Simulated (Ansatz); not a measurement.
**Ag2PdO2 (Immm): one cell, many starting occupations**

DFT+U has many self-consistent solutions. How far apart do the states of Ag2PdO2 (Immm) lie when only the starting occupations change? Cell and atoms stay fixed.

Computed with Ansatz 0.2.0 (DFT LDA+U (U = 7 eV, J = 0.9 eV on Pd d), plane waves, PAW, unless a step's input says otherwise).

**1. The system as given**

Symmetry: Immm, No. 71, orthorhombic system. The conventional cell has a = 3.008 Å, b = 4.555 Å, c = 9.898 Å, α = 90.00°, β = 90.00°, γ = 90.00°. Around Ag (site symmetry mm2) lie 2 O at 2.28 Å. Around Pd (site symmetry mmm) lie 4 O at 2.03 Å. O (site symmetry mm2) is surrounded by 2 Pd at 2.03 Å and 2 Ag at 2.28 Å.

Structure file:

```cif
data_structure
_symmetry_space_group_name_H-M 'P 1'
_symmetry_Int_Tables_number 1
_cell_length_a 5.6516
_cell_length_b 5.6516
_cell_length_c 5.6516
_cell_angle_alpha 149.133
_cell_angle_beta 132.468
_cell_angle_gamma 57.755
_cell_volume 67.81
loop_
_atom_site_label
_atom_site_type_symbol
_atom_site_fract_x
_atom_site_fract_y
_atom_site_fract_z
_atom_site_occupancy
Ag1 Ag 0.35758 0.35758 0.00000 1
Ag2 Ag 0.64242 0.64242 0.00000 1
Pd1 Pd 0.00000 0.00000 0.00000 1
O1 O 0.86270 0.36270 0.50000 1
O2 O 0.13730 0.63730 0.50000 1
```

Magnetic order typed: ferromagnetic.

The runs: from atoms, symmetry kept, no search; natural orbitals of the symmetric run, filled by rank; random orbitals: single harmonics, first filling; random orbitals: fully mixed, first filling; random orbitals: drawn by pairs, first filling; from atoms, default search.

**2. From atoms, symmetry kept, no search**

The input, input.yaml:

```yaml
crystal:
  lattice:
    - [-1.50401966, 2.27761949, 4.94884889]
    - [1.50401966, -2.27761949, 4.94884889]
    - [1.50401966, 2.27761949, -4.94884889]
  atoms:
    - { symbol: Ag, position: [0.35758, 0.35758, 0.0] }
    - { symbol: Ag, position: [0.64242, 0.64242, 0.0] }
    - { symbol: Pd, position: [0.0, 0.0, 0.0], spin: 2.0 }
    - { symbol: O, position: [0.8627, 0.3627, 0.5] }
    - { symbol: O, position: [0.1373, 0.6373, 0.5] }
basis:
  ecutwfc: 420
  ecutrho_ratio: 4
kpoints:
  mp_grid: { grid: [7, 7, 7] }
hamiltonian:
  xc: lda
  hubbard: { sites: [{ site: 2, l: d, u: 7.0, j: 0.9 }] }
scf:
  occupations: { method: gaussian, width: 0.05 }
  lower_state_search: "off"
  max_iter: 150
output:
  forces: true
  stress: true
  eigenvalues: true
  populations: true
  hubbard: { sites: [{ site: 2, l: d }] }
magnetization:
  spin_polarized: true
```

On the command line:

```sh
> ansatz run input.yaml --threads 4 --pin off --max-ram 6144MiB --backend cpu --events-out ev --progress --plain --runs-dir out
```

What it wrote, shortened:

```text
Warning: RAYON_NUM_THREADS=4 ignored (pool sized by the plan → 4); use --threads N
[...]
Ag: projections on atomic orbitals take those of the free atom [Ar 3d10] 4s2 4p6 4d10 5s1, of charge +0.00 (hamiltonian.pseudopotentials.projection_atoms); the dataset's partial waves leave at most 1.2e-5 of an orbital's norm unspanned inside its sphere
Pd: projections on atomic orbitals take those of the free atom [Ar 3d10] 4s2 4p6 4d10, of charge +0.00 (hamiltonian.pseudopotentials.projection_atoms); the dataset's partial waves leave at most 1.0e-5 of an orbital's norm unspanned inside its sphere
O: projections on atomic orbitals take those of the free atom [He] 2s2 2p4, of charge +0.00 (hamiltonian.pseudopotentials.projection_atoms); the dataset's partial waves leave at most 1.9e-8 of an orbital's norm unspanned inside its sphere
[...]
Pseudopotentials: kind: paw
[...]
WARN: the starting moments were not kept: the SCF closed with an absolute magnetisation of 1.0e-5 μB, where they sum to 2 μB in size (1 site). That is at most 0.1 of that sum. Measured as dr2_m measures the in/out step, that magnetisation stands 3.4e-11 eV from none, at or under the [...]
  P = ⅓ Tr σ = -6.4920 GPa (-64.920 kbar)
--- Band table (eV; the first three rows and the last of 128) ---
[...]
Occupation matrices written to <dir>
--- Löwdin populations: 5 sites ---
  site symbol       q [e]    m [muB]
     0     Ag     18.4744    -0.0000
     1     Ag     18.4744    -0.0000
     2     Pd     16.8509     0.0000
     3      O      6.8874    -0.0000
     4      O      6.8874    -0.0000
  spilling = 0.006259 (of n_electrons = 68.000000)
--- Occupation matrices: 1 shell (run DFT+U table (all-electron-ortho-atomic); ε = 8.01e-4) ---
  Pd2 d_4D: site group D2h (mmm)
  Pd2 d_4D up     Tr n = 4.4268  λ = 0.528 0.911 0.994 0.996 0.997  [xz 1.00 B2g(1.00) | x2-y2 0.82 Ag(1.00) | z2 0.82 Ag(1.00) | 2× yz 0.50 B1g(0.50)]
  Pd2 d_4D dn     Tr n = 4.4268  λ = 0.528 0.911 0.994 0.996 0.997  [xz 1.00 B2g(1.00) | x2-y2 0.82 Ag(1.00) | z2 0.82 Ag(1.00) | 2× yz 0.50 B1g(0.50)]
  Tr n, λ and their labels are of the run-group-symmetrised matrices; stabiliser: 16 of 16 elements of G0×{1,Θ} (closed), max defect 5.2e-6 at τ = 1.7e-4
```

Run time: 8.8 s. Hardware: 4 threads of Arm Neoverse V2, shared host; peak memory 0.66 GiB.

Result: no gap, pressure -6.5 GPa, no moment over 0.05 μB in any sphere, largest force component 0.38 eV/Å, 8 symmetry operations imposed.

How the shells are filled (orbitals counted by the eigenvalues of the occupation matrices):

```tsv
shell	channel	electrons	over 0.8	0.2 to 0.8	under 0.2
Pd 4d (atom 3)	up	4.43	4	1	0
Pd 4d (atom 3)	down	4.43	4	1	0
```

[end of part 1 of 3]
